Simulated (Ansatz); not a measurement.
Crystal: CsLiCr2Te2S3.

```
Cs Li Cr Te S
1.0
     7.05684    0.00000    0.00000
     0.00000    3.98060    0.00000
    -2.67333    0.00000    8.68168
Cs Li Cr Te S
1 1 2 2 3
Direct
  0.07739 0.00000 0.37706
  0.86424 0.50000 0.78883
  0.12646 0.00000 0.94616
  0.59290 0.50000 0.97165
  0.50838 0.00000 0.15270
  0.55612 0.00000 0.74893
  0.87426 0.00000 0.68502
  0.25176 0.50000 0.84402
  0.96294 0.50000 0.05357
```

The cell was built by a generator and needn't be a form met in nature.

Base run:

| Quantity | Value |
| --- | --- |
| Program | Ansatz 0.2.0 |
| Functional | PBE |
| Potentials or basis | Ansatz PAW |
| Cutoff | 420 eV (not typed: the program's choice for these potentials) |
| k mesh | 4 × 7 × 3 |
| Occupations | fermi-dirac, width 0.05 eV |
| Spin | collinear spin, ferromagnetic start |
| Starting moments | [0.0, 0.0, 3.0, 3.0, 0.0, 0.0, 0.0, 0.0, 0.0] μB |

Its results: band gap on the k mesh 0.48 eV, indirect (least direct gap 0.77 eV); pressure 0.0 GPa; net moment 6.00 μB per cell; site moments Cs +0.00; Li +0.00; Cr +2.89, +2.69; Te -0.13, -0.04; S -0.03, -0.10, -0.05 μB; largest force 0.009 eV/Å.

**Question.** The run is repeated on the same cell with these changes: functional from PBE to BLYP. What comes out?

**Answer.** Band gap on the k mesh 0.53 eV, indirect (least direct gap 0.80 eV); pressure 2.8 GPa; net moment 6.00 μB per cell; site moments Cs +0.00; Li +0.00; Cr +2.86, +2.66; Te -0.11, -0.03; S -0.02, -0.08, -0.03 μB; largest force 0.380 eV/Å.

BLYP binds less tightly than PBE, so the same cell stands under more pressure.

Caveats: spin-orbit coupling is left out, which moves the levels of the heavy elements; only a ferromagnetic start was run, and an antiferromagnetic order may lie lower in energy; odd divisions of the mesh miss points on the zone boundary, where band edges often lie, so the gap on the mesh can be too wide (some runs); the density of states is complete only up to the lowest level of the last band computed (some runs); the PAW data sets come from PBE, with cores solved anew for the run's functional, which leaves a small shift of forces and pressure (some runs).
